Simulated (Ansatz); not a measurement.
What does this script print? It uses Ansatz's Python interface.

The script reads `cu.xyz`:
```text
2
Lattice="2.53409667 0.0 0.0 -1.26704833 2.19459209 0.0 0.0 0.0 4.112571" Properties=species:S:1:pos:R:3 pbc="T T T"
Cu   -0.00000001    1.46306140    1.02814275
Cu    1.26704835    0.73153069    3.08442825
```

The script, `cu.py`:
```python
from dataclasses import dataclass

import ansatz as az
import numpy as np
from pymatgen.core import Structure


@dataclass(frozen=True)
class RunConfig:
    smearing: str = 'fermi_dirac'
    width_ev: float = 0.15
    xc: str = 'r2scan'
    kmesh: tuple[int, ...] = (14, 14, 7)
    extra_bands: int = 8


cfg = RunConfig()

cell = az.Crystal.from_extxyz('cu.xyz')

path = [
    ('G', (0.0, 0.0, 0.0)),
    ('M', (0.5, 0.0, 0.0)),
    ('K', (0.33333, 0.33333, 0.0)),
    ('G', (0.0, 0.0, 0.0)),
    ('A', (0.0, 0.0, 0.5)),
    ('L', (0.5, 0.0, 0.5)),
    ('H', (0.33333, 0.33333, 0.5)),
    ('A', (0.0, 0.0, 0.5)),
]
model = (
    cell.calculation()
    .occupations(cfg.smearing, width=cfg.width_ev)
    .functional(cfg.xc)
    .kpoints(*cfg.kmesh)
    .band_structure([point for _, point in path], intervals=6)
    .scf(extra_bands=cfg.extra_bands)
)
history = []
outcome = model.session().plan().execute(on_event=lambda event: history.append(event['data']['dr2_ev']) if event['event'] == 'scf_iter' else None)
data = outcome.report
print('density residual by iteration (eV):', ' '.join(f'{value:.1e}' for value in history[:40]))

print(f'free energy      {data["free_energy_ev"]:.5f} eV')
print(f'per atom         {data["free_energy_ev"] / len(outcome.lattice.sites):.5f} eV')
print(f'SCF iterations   {data["n_iterations"]}  (converged: {data["converged"]})')

final = Structure(outcome.lattice.cell_ang, [s.symbol for s in outcome.lattice.sites], [s.position_frac for s in outcome.lattice.sites])
for index, (site, neighbours) in enumerate(zip(final, final.get_all_neighbors(5.5))):
    first = min(n.nn_distance for n in neighbours)
    shell = [n for n in neighbours if n.nn_distance < 1.2 * first]
    mean = sum(n.nn_distance for n in shell) / len(shell)
    print(f'atom {index} {site.specie.symbol}: {len(shell)} neighbours within 1.2 of the shortest distance, mean {mean:.3f} A')

bands = outcome.band_structure()
fermi = bands.fermi_energy_ev
print(f'zero of the bands: {fermi:.3f} eV, the Fermi level found on the SCF mesh')
for spin, channel in enumerate(bands.channels):
    levels = channel.eigenvalues_ev - fermi
    crossing = [b for b in range(levels.shape[1]) if levels[:, b].min() < 0 < levels[:, b].max()]
    print(f'channel {spin}: bands that cross the Fermi level on this path:', [b + 1 for b in crossing] or 'none')
    shown = crossing or sorted(np.argsort(np.abs(levels).min(axis=0))[:2])
    for k, row in zip(bands.kpoints_frac, levels[:, shown]):
        print(f'{k[0]:7.3f} {k[1]:7.3f} {k[2]:7.3f}  ', ' '.join(f'{e:8.3f}' for e in row))
```

`python cu.py` gives:
```text
DeckWarning: basis.ecutwfc = 500 eV, auto-derived from the records' recommended cutoffs: set by Cu (their level for a meta-GGA)
density residual by iteration (eV): 2.0e-01 9.4e-03 6.2e-03 4.4e-05 1.3e-06 6.8e-08
free energy      -13262.47640 eV
per atom         -6631.23820 eV
SCF iterations   6  (converged: True)
atom 0 Cu: 12 neighbours within 1.2 of the shortest distance, mean 2.529 A
atom 1 Cu: 12 neighbours within 1.2 of the shortest distance, mean 2.529 A
zero of the bands: 17.244 eV, the Fermi level found on the SCF mesh
channel 0: bands that cross the Fermi level on this path: [19, 20]
  0.000   0.000   0.000     -1.819   -1.104
  0.083   0.000   0.000     -1.798   -0.174
  0.167   0.000   0.000     -1.754    1.266
  0.250   0.000   0.000     -1.712    2.950
  0.333   0.000   0.000     -1.683    4.849
  0.417   0.000   0.000     -1.091    3.514
  0.500   0.000   0.000     -0.016    1.697
  0.472   0.056   0.000      0.101    1.760
  0.444   0.111   0.000      0.434    1.939
  0.417   0.167   0.000      0.945    2.218
  0.389   0.222   0.000      1.600    2.586
  0.361   0.278   0.000      2.376    3.052
  0.333   0.333   0.000      3.110    3.640
  0.278   0.278   0.000      0.639    5.230
  0.222   0.222   0.000     -1.042    6.226
  0.167   0.167   0.000     -1.743    3.835
  0.111   0.111   0.000     -1.755    1.767
  0.056   0.056   0.000     -1.794    0.031
  0.000   0.000   0.000     -1.819   -1.104
  0.000   0.000   0.083     -1.823   -1.424
  0.000   0.000   0.167     -1.834   -1.834
  0.000   0.000   0.250     -1.859   -1.859
  0.000   0.000   0.333     -1.903   -1.903
  0.000   0.000   0.417     -1.969   -1.969
  0.000   0.000   0.500     -2.056   -2.056
  0.083   0.000   0.500     -1.991   -1.991
  0.167   0.000   0.500     -1.813   -1.813
  0.250   0.000   0.500     -1.553   -1.553
  0.333   0.000   0.500     -1.154   -1.154
  0.417   0.000   0.500     -0.306   -0.306
  0.500   0.000   0.500      0.464    0.464
  0.472   0.056   0.500      0.677    0.677
  0.444   0.111   0.500      1.215    1.215
  0.417   0.167   0.500      1.944    1.944
  0.389   0.222   0.500      2.787    2.787
  0.361   0.278   0.500      3.672    3.672
  0.333   0.333   0.500      4.251    4.251
  0.278   0.278   0.500      2.200    2.200
  0.222   0.222   0.500     -0.047   -0.047
  0.167   0.167   0.500     -1.304   -1.304
  0.111   0.111   0.500     -1.737   -1.737
  0.056   0.056   0.500     -1.970   -1.970
  0.000   0.000   0.500     -2.056   -2.056
```
(Warnings from the package without file and line.)

Caveats:
- Total energies depend on the potentials; only differences at equal settings carry meaning.
- Spin is left out of this run.
- For a metal this k-point mesh is coarse: on a finer one energies can move by several to tens of meV an atom and pressures by half a GPa or more, differences at one mesh by less.
- The smearing is wide enough that free energy and stress hold a thermal part of the electrons.
- This isn't the structure that Cu takes at ambient conditions.
- Gaps and levels are Kohn-Sham values on a finite set of k-points.
- The whole script took 10 s on 1 thread of Intel(R) Xeon(R) Processor @ 2.30GHz, with other jobs on the host, peak memory 0.56 GiB.
